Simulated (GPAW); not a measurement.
Sn2PdAu, 4 atoms in the cell. The structure is trigonal, space group P-3m1 (No. 164). The conventional cell has a = 4.163 Å, b = 4.163 Å, c = 5.698 Å, α = 90.00°, β = 90.00°, γ = 120.00°. Around Au (site symmetry -3m) lie 6 Sn at 2.84 Å and 2 Pd at 2.85 Å. Sn (site symmetry 3m) is surrounded by 3 Pd at 2.75 Å and 3 Au at 2.84 Å. Pd (site symmetry -3m) has 6 Sn at 2.75 Å and 2 Au at 2.85 Å as nearest neighbours. The cell comes from a database or a generator and needn't be the stable form of this composition.

| Property | Result |
| --- | --- |
| Program | GPAW 26.7.0 |
| Task | band structure |
| Functional | PBEsol |
| Potentials or basis | PAW data sets generated in the run's folder for this functional |
| Cutoff | 600 eV |
| Basis | pw |
| k mesh | 7 × 7 × 5 |
| Occupations | fermi-dirac, width 0.05 eV |
| Spin | no spin polarisation |
| Maxiter | 150 |
| Band path | GMKGALHA,LM,KH |
| Band points | 80 |

Potentials or basis: PAW data sets generated in the run's folder for this functional, pw.

Run with:

```console
$ gpaw-setup -f PBEsol Au Pd Sn
$ OMP_NUM_THREADS=1 python run.py
```

Hardware: 1 thread of Intel(R) Xeon(R) 6975P-C (Granite Rapids), on a shared host.

**Question.** How long does it take, and how much memory?

**Answer.** It took 2.9 min on 1 thread of Intel(R) Xeon(R) 6975P-C (Granite Rapids) (shared host), peak memory 0.61 GiB. Counts: scf iterations 19, plane waves 2872, bands 46, k points 32.
